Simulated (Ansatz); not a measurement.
La2Cu2SeSO2, space group P4mm, a calculation of the dielectric tensor and Born charges

With Ansatz's Python interface.

Contents of `la2cu2seso2.cif`:
```cif
data_La2Cu2SeSO2
_cell_length_a 4.036014
_cell_length_b 4.036014
_cell_length_c 8.713272
_cell_angle_alpha 90.00000
_cell_angle_beta 90.00000
_cell_angle_gamma 90.00000
_symmetry_space_group_name_H-M 'P 1'
_symmetry_Int_Tables_number 1
loop_
_symmetry_equiv_pos_as_xyz
'x, y, z'
loop_
_atom_site_label
_atom_site_type_symbol
_atom_site_fract_x
_atom_site_fract_y
_atom_site_fract_z
La1 La    0.500000    0.500000    0.858847
La2 La    0.000000    0.000000    0.145897
Cu3 Cu    0.000000    0.500000    0.491626
Cu4 Cu    0.500000    0.000000    0.491626
Se5 Se    0.000000    0.000000    0.668151
S6 S    0.500000    0.500000    0.338667
O7 O    0.000000    0.500000    0.002592
O8 O    0.500000    0.000000    0.002592
```

Run as a notebook:

In [1]:
```python
import ansatz as az
from ase.io import read
import numpy as np

SETTINGS = {
    "vdw": "d4",
    "kmesh": (5, 5, 3),
    "mixing_beta": 0.2,
    "extra_bands": 12,
    "occupations": "fixed",
}

atoms = read("la2cu2seso2.cif")
xtal = az.Crystal.from_ase(atoms)
```

In [2]:
```python
[site.symbol for site in xtal.resolved().sites]
```
Out [2]:
```text
['La', 'La', 'Cu', 'Cu', 'Se', 'S', 'O', 'O']
```

In [3]:
```python
setup = (
    xtal.calculation()
    .functional(az.Functional.PBESOL, dispersion=SETTINGS["vdw"])
    .pseudopotentials("paw")
    .basis(16 * az.Ha)
    .kpoints(*SETTINGS["kmesh"], center="monkhorst-pack")
    .mixing("msr1", ndim=8, beta=SETTINGS["mixing_beta"])
    .scf(extra_bands=SETTINGS["extra_bands"])
    .occupations(SETTINGS["occupations"])
    .dielectric()
)
outcome = setup.run()
response = outcome.dielectric
eps = np.asarray(response.eps_inf)
```

In [4]:
```python
values = np.linalg.eigvalsh(eps)
print("principal values of eps_inf:", np.round(values, 3))
print("refractive indices:", np.round(np.sqrt(values), 3))
for index, (site, z) in enumerate(zip(outcome.lattice.sites, response.zstar_e)):
    print("Born charge tensor of", site.symbol, index)
    print(np.round(z, 3) + 0.0)
print(f"charge neutrality missed by {response.zstar_sum_residual_pre_e:.4f} e before the sum rule")
```
```text
principal values of eps_inf: [6.976 8.316 8.316]
refractive indices: [2.641 2.884 2.884]
Born charge tensor of La 0
[[4.643 0.    0.   ]
 [0.    4.643 0.   ]
 [0.    0.    4.744]]
Born charge tensor of La 1
[[4.635 0.    0.   ]
 [0.    4.635 0.   ]
 [0.    0.    5.068]]
Born charge tensor of Cu 2
[[1.046 0.    0.   ]
 [0.    1.077 0.   ]
 [0.    0.    0.374]]
Born charge tensor of Cu 3
[[1.077 0.    0.   ]
 [0.    1.046 0.   ]
 [0.    0.    0.374]]
Born charge tensor of Se 4
[[-2.557  0.     0.   ]
 [ 0.    -2.557  0.   ]
 [ 0.     0.    -1.678]]
Born charge tensor of S 5
[[-2.587  0.     0.   ]
 [ 0.    -2.587  0.   ]
 [ 0.     0.    -1.828]]
Born charge tensor of O 6
[[-3.107  0.     0.   ]
 [ 0.    -3.152  0.   ]
 [ 0.     0.    -3.527]]
Born charge tensor of O 7
[[-3.152  0.     0.   ]
 [ 0.    -3.107  0.   ]
 [ 0.     0.    -3.527]]
charge neutrality missed by 0.0275 e before the sum rule
```

Caveats:
- The settings weren't tested for convergence.
- The run is spin-unpolarised.
- With fixed filling the reported Fermi level is the top filled level among the k-points of the SCF.
- Averages over directions belong to no single polarisation, least of all in layered crystals.
- Without a Hubbard U or exact exchange, semilocal functionals often make such 3d compounds metallic or too weakly gapped.
- This cell is a computed structure, which may not be the phase found in nature.
- This is the electronic (clamped-ion) response; a semilocal gap that is too small tends to raise it. The typed mesh is that of the SCF; the response is solved on denser meshes that the run picks.
- Hardware and time: 3.8 min on 1 thread of Arm Neoverse V2, with other jobs on the host, peak memory 1.5 GiB.
